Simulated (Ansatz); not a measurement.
**wB97M-V/def2-SVP run of C2H8Si (SMILES C[SiH2]C)**

Aim: the electronic atomisation energy of C2H8Si at wB97M-V/def2-SVP, from 4 runs. 

Program for the calculation: Ansatz 0.2.0.

50 further runs of the same task are left out: 50 set aside as unsound or not needed.

**1. Starting point**

C2H8Si: 11 atoms, total charge 0, spin state singlet. As SMILES, `C[SiH2]C`. The shape is that of a PBE0-D4/def2-TZVP optimisation.

Bond lengths: C1–Si2 1.872 Å, Si2–C3 1.872 Å, C1–H4 1.092 Å, C1–H5 1.093 Å, C1–H6 1.093 Å, Si2–H7 1.491 Å, Si2–H8 1.491 Å, C3–H9 1.093 Å, C3–H10 1.092 Å, C3–H11 1.093 Å. Some angles: C1–Si2–C3 111.5°, C1–Si2–H7 109.5°, C1–Si2–H8 109.5°, C3–Si2–H7 109.5°, C3–Si2–H8 109.5°, Si2–C1–H4 111.0°, Si2–C1–H5 110.9°, Si2–C1–H6 110.9°, Si2–C3–H9 110.9°, Si2–C3–H10 111.0°.

**2. The energy at wB97M-V/def2-SVP**

The input, input.yaml:

```yaml
basis:
  gaussian:
    orbitals: def2-SVP
crystal:
  periodic: [false, false, false]
  atoms:
    - {symbol: C, position_ang: [-1.050200, 0.967200, -0.661200]}
    - {symbol: Si, position_ang: [-0.309200, -0.653200, -0.087600]}
    - {symbol: C, position_ang: [1.346600, -0.392300, 0.745700]}
    - {symbol: H, position_ang: [-2.015800, 0.806900, -1.146100]}
    - {symbol: H, position_ang: [-0.391700, 1.464600, -1.377800]}
    - {symbol: H, position_ang: [-1.204900, 1.644900, 0.182100]}
    - {symbol: H, position_ang: [-0.139900, -1.564200, -1.256100]}
    - {symbol: H, position_ang: [-1.245100, -1.319300, 0.863300]}
    - {symbol: H, position_ang: [2.058200, 0.075200, 0.060400]}
    - {symbol: H, position_ang: [1.772600, -1.342000, 1.077400]}
    - {symbol: H, position_ang: [1.244800, 0.255200, 1.620300]}
hamiltonian:
  xc: {name: wB97M-V}
accuracy: high
output:
  orbitals: {seedname: orbitals}
```

On the command line:

```sh
$ ansatz run input.yaml --threads 1 --pin off --max-ram 3480MiB --events-out events.jsonl --progress --plain --runs-dir runs
```

Standard output:

```text
Warning: RAYON_NUM_THREADS=1 ignored (pool sized by the plan → 1); use --threads N
Functional definition: wB97M-V
  name "wB97M-V"
  parameter omega = 0.3/bohr
  parameter cx = 0.15
  parameter cx01 = 1.007
  parameter cx10 = 0.259
  parameter css00 = 0.443
  parameter css04 = -1.437
  parameter css10 = -4.535
  parameter css20 = -3.390
  parameter css43 = 4.278
  parameter cos00 = 1.000
  parameter cos10 = 1.358
  parameter cos20 = 2.924
  parameter cos21 = -8.812
  parameter cos60 = -1.390
  parameter cos61 = 9.142
  parameter b = 6.0
  parameter c = 0.01
  gx(w, u) = 1 - cx + cx01*u + cx10*w
  gss(w, u) = css00 + css04*u^4 + css10*w + css20*w^2 + css43*w^4*u^3
  gos(w, u) = cos00 + cos10*w + (cos20 + cos21*u)*w^2 + (cos60 + cos61*u)*w^6
  exchange = spin_sum(e_x_unif_sr(omega)*gx(b97_w, b97_u_x)) + cx*exact_x_sr(omega) + exact_x_lr(omega)
  correlation = spin_sum(e_c_pw_mod_same_spin*gss(b97_w, b97_u_same))
      + integral(e_c_pw_mod_opposite_spin*gos(b97_w_opposite, b97_u_opposite)) + vv10(b, c)
2062 factors; integrals over basis functions are off by at most 3.6e-9 eV
380 factors; integrals over basis functions are off by at most 1.7e-9 eV
mean field evaluation 1: about -10072.2438 eV, gradient 3.9e1 eV
mean field evaluation 2: about -10073.9632 eV, gradient 2.8e1 eV
mean field evaluation 4: about -10075.9297 eV, gradient 2.9e-1 eV
mean field evaluation 8: about -10076.0445 eV, gradient 4.3e-3 eV
mean field evaluation 16: about -10076.0445 eV, gradient 1.1e-6 eV
mean field -10076.04452271 eV, -370.2878064213 hartree, gradient 6.8e-8 eV, S^2 0.000000; 0 other end points of the search recorded, 0 dependent functions left out
reference -10076.04452734 eV, -370.2878065914 hartree; 17, 17 occupied and 69, 69 virtual orbitals, 2062 factors
Total energy: -10076.04452734 eV, -370.2878065914 hartree
```

It took 60 s on 1 thread of Arm Neoverse V2, shared host; peak memory 0.55 GiB.

**3. The C atom, same level**

The input, input.yaml:

```yaml
basis:
  gaussian: {orbitals: def2-SVP}
crystal:
  periodic: [false, false, false]
  atoms:
    - symbol: C
      position_ang: [0.000000, 0.000000, 0.000000]
hamiltonian: {xc: {name: wB97M-V}}
accuracy: high
magnetization: {spin_polarized: true, initial_magnetization: 2}
```

On the command line:

```sh
$ ansatz run input.yaml --threads 1 --pin off --max-ram 3480MiB --events-out events.jsonl --progress --plain --runs-dir runs
```

Standard output, shortened:

```text
Warning: RAYON_NUM_THREADS=1 ignored (pool sized by the plan → 1); use --threads N
[... 2 set-up lines as earlier in the session ...]
[...]
  gx(w, u) = 1 - cx + cx01*u + cx10*w
  gss(w, u) = css00 + css04*u^4 + css10*w + css20*w^2 + css43*w^4*u^3
  gos(w, u) = cos00 + cos10*w + (cos20 + cos21*u)*w^2 + (cos60 + cos61*u)*w^6
[...]
      + integral(e_c_pw_mod_opposite_spin*gos(b97_w_opposite, b97_u_opposite)) + vv10(b, c)
95 factors; integrals over basis functions are off by at most 1.9e-9 eV
55 factors; integrals over basis functions are off by at most 1.8e-9 eV
[...]
mean field -1028.57619483 eV, -37.7994779659 hartree, gradient 9.4e-8 eV, S^2 2.001813; 0 other end points of the search recorded, 0 dependent functions left out
reference -1028.57619676 eV, -37.7994780371 hartree; 4, 2 occupied and 10, 12 virtual orbitals, 95 factors
Total energy: -1028.57619676 eV, -37.7994780371 hartree
```

Wall time 1.8 s (1 thread of Arm Neoverse V2, shared host); peak memory 0.15 GiB.

**4. The H atom, same level**

The input, in.yaml:

```yaml
basis:
  gaussian:
    orbitals: def2-SVP
crystal:
  periodic: [false, false, false]
  atoms:
    - symbol: H
      position_ang: [0.000000, 0.000000, 0.000000]
magnetization:
  spin_polarized: true
  initial_magnetization: 1
hamiltonian:
  xc: {name: wB97M-V}
accuracy: high
```

On the command line:

```sh
$ ansatz run in.yaml --threads 1 --pin off --max-ram 3480MiB --events-out events.jsonl --progress --plain --runs-dir runs
```

Standard output, shortened:

```text
Warning: RAYON_NUM_THREADS=1 ignored (pool sized by the plan → 1); use --threads N
[... 2 set-up lines as earlier in the session ...]
[...]
  gx(w, u) = 1 - cx + cx01*u + cx10*w
  gss(w, u) = css00 + css04*u^4 + css10*w + css20*w^2 + css43*w^4*u^3
  gos(w, u) = cos00 + cos10*w + (cos20 + cos21*u)*w^2 + (cos60 + cos61*u)*w^6
[...]
      + integral(e_c_pw_mod_opposite_spin*gos(b97_w_opposite, b97_u_opposite)) + vv10(b, c)
15 factors; integrals over basis functions are off by at most 8.9e-10 eV
15 factors; integrals over basis functions are off by at most 7.0e-10 eV
[...]
mean field -13.38016317 eV, -0.4917119273 hartree, gradient 7.8e-9 eV, S^2 0.750000; 0 other end points of the search recorded, 0 dependent functions left out
reference -13.38016526 eV, -0.4917120041 hartree; 1, 0 occupied and 4, 5 virtual orbitals, 15 factors
Total energy: -13.38016526 eV, -0.4917120041 hartree
```

Run time: 0.58 s. Hardware: 1 thread of Arm Neoverse V2, shared host; peak memory 0.1 GiB.

**5. The Si atom at the same level**

The input, molecule.yaml:

```yaml
crystal:
  periodic: [false, false, false]
  atoms:
    - {symbol: Si, position_ang: [0.000000, 0.000000, 0.000000]}
basis:
  gaussian: {orbitals: def2-SVP}
magnetization: {spin_polarized: true, initial_magnetization: 2}
hamiltonian: {xc: {name: wB97M-V}}
accuracy: high
```

Run the same way, it converges to -289.25435 Eh (log not shown).

**6. What came out**

At wB97M-V/def2-SVP:

| quantity | value |
| --- | --- |
| molecule: total energy | -370.28781 Eh |
| molecule: HOMO energy | -11.06 eV |
| molecule: LUMO energy | 3.27 eV |
| molecule: HOMO–LUMO gap | 14.34 eV |
| C atom: total energy | -37.79948 Eh |
| C atom: ⟨S²⟩ | 2.002 |
| H atom: total energy | -0.49171 Eh |
| H atom: ⟨S²⟩ | 0.750 |
| Si atom: total energy | -289.25435 Eh |
| Si atom: ⟨S²⟩ | 2.001 |
| electronic atomisation energy | 40.839 eV |

In words: Taking the molecule apart into free atoms costs 40.84 eV (942 kcal/mol), before zero-point energy and without spin-orbit coupling.
